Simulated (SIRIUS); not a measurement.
The system is Si3N2.

```xyz
5
Lattice="2.7304 0.0000 0.0000 0.0000 2.7304 0.0000 0.0000 0.0000 7.2430" Properties=species:S:1:pos:R:3 pbc="T T T"
Si    0.0000    0.0000    0.0000
Si    1.3652    0.0000    4.7639
Si    0.0000    1.3652    2.4791
N     1.3652    0.0000    2.7907
N     0.0000    1.3652    4.4523
```

The cell was built by a generator and needn't be a form met in nature.

| Quantity | Value |
| --- | --- |
| Program | SIRIUS 7.10.0 |
| Task | single point |
| Functional | PBE |
| Potentials or basis | PseudoDojo 0.4.1 PBE standard (scalar relativistic) |
| Cutoff | 1152 eV |
| Density cutoff | 4606 eV |
| k mesh | 10 × 10 × 4 |
| Occupations | fermi-dirac, width 0.05 eV |
| Spin | no spin polarisation |

On this cell: pressure -0.1 GPa; largest force 0.026 eV/Å; band gap on the k mesh none (metal or under the smearing width).

The same run follows on a disturbed copy (atoms moved at random, drawn with an rms of 0.05 Å):

```
Si N
1.0
     2.73039    0.00000    0.00000
     0.00000    2.73039    0.00000
     0.00000    0.00000    7.24304
Si N
3 2
Direct
  0.01252 0.01423 0.99342
  0.49200 0.00341 0.65438
  0.00503 0.49920 0.33747
  0.50583 0.00388 0.38059
  0.00350 0.49351 0.61017
```

What changes?

The energy (extrapolated to zero smearing) moves by +1.2 meV/atom; pressure -0.3 GPa; largest force 0.314 eV/Å; band gap on the k mesh none (metal or under the smearing width).

Forces in eV/Å, atoms in the order of the input:
```
Si   0.046  0.027  0.077
Si   0.105 -0.083 -0.089
Si  -0.001  0.014  0.066
N   -0.065 -0.258 -0.016
N   -0.085  0.300 -0.038
```

Stress tensor (GPa, compression positive):
```
-0.22 -0.15  1.67
-0.15 -0.26 -0.22
 1.67 -0.22 -0.42
```
